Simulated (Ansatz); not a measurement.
# ClW: the cost of one run

Program: Ansatz 0.2.0, Gaussian basis. Level of theory: def2-TZVPP, core rule «outside noble gas», up to 9 orbitals frozen. These are calculated values, not measurements.

Plan: UHF; ROHF; CCSD(T) on UHF.

2 further runs of the same task are left out: 2 set aside as unsound or not needed.

### 1 The system

The geometry is a PBE0/def2-TZVP stationary point (not a proven minimum) of the parent state, kept for this charge and spin. No spin-orbit coupling is included. Elements past krypton take def2 core potentials.

2 atoms, charge 1, spin multiplicity 5.

Atoms are counted from 1 here; the program's logs count them from 0.

Bond lengths: W1–Cl2 2.143 Å.

Coordinates:

```xyz
2
charge 1, multiplicity 5
W     0.0000    0.0000    0.0000
Cl    0.0000    0.0000    2.1428
```

### 2 UHF

in.yaml

```yaml
crystal:
  periodic: [false, false, false]
  atoms:
    - {symbol: W, position_ang: [0.000000, 0.000000, 0.000000]}
    - {symbol: Cl, position_ang: [0.000000, 0.000000, 2.142800]}
basis:
  gaussian: {orbitals: def2-TZVPP}
total_charge: 1
magnetization: {spin_polarized: true, initial_magnetization: 4}
hamiltonian: {xc: hf}
output: {orbitals: {seedname: orbitals}}
```

On the command line:

```
ansatz run in.yaml --threads 1 --pin off --events-out ev --progress --plain --max-ram 4096MiB --backend cpu
```

Q: Estimate wall time and peak memory on 1 thread of AMD EPYC 7R13, shared host.

About 11 s, with a peak of 0.25 GiB.
